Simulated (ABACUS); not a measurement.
## MnPt2: equation of state with PBEsol

The system is MnPt2.

```xyz
3
Lattice="2.8584 0.0000 0.0000 -1.4292 2.4755 0.0000 0.0000 0.0000 6.5325" Properties=species:S:1:pos:R:3 pbc="T T T"
Pt    1.4292    0.8252    2.0656
Pt    0.0000    1.6503    4.4669
Mn    0.0000    0.0000    0.0000
```

The cell comes from a database or a generator and needn't be the stable form of this composition.

```yaml
Program: ABACUS 3.10.1
Task: equation of state
Functional: PBEsol
Potentials_or_basis: PseudoDojo NC SR 0.4.1 PBEsol standard
Cutoff: 1320 eV
Density_cutoff: 5279 eV
Basis: plane waves
k_mesh: 11 × 11 × 4
Occupations: fermi-dirac, width 0.05 eV
Spin: collinear spin, ferromagnetic start
Starting_moments: "[0.0, 0.0, 4.0] μB"
```

```json
{"Equilibrium volume": "14.66 Å³/atom", "Bulk modulus at fixed shape and positions": "197 GPa", "Pressure derivative of the bulk modulus": "3.8 (rough: it moves with the points fitted)"}
```

Energy against volume, from the lowest point:
| volume (Å³/atom) | energy (meV/atom) |
| --- | --- |
| 14.483 | 0.46 |
| 14.791 | 0.00 |
| 15.099 | 7.04 |
| 15.408 | 21.01 |
| 15.716 | 41.27 |
| 16.024 | 67.17 |
| 16.332 | 98.07 |

All runs of the series together: 11 min on 4 threads of Intel(R) Xeon(R) 6975P-C (Granite Rapids), on a shared host.

Caveat: the cell was scaled at fixed shape and fractional positions, which overstates the stiffness of a crystal with free parameters, most of all of layers and chains. Spin-orbit coupling is left out, which matters for the levels of Pt.
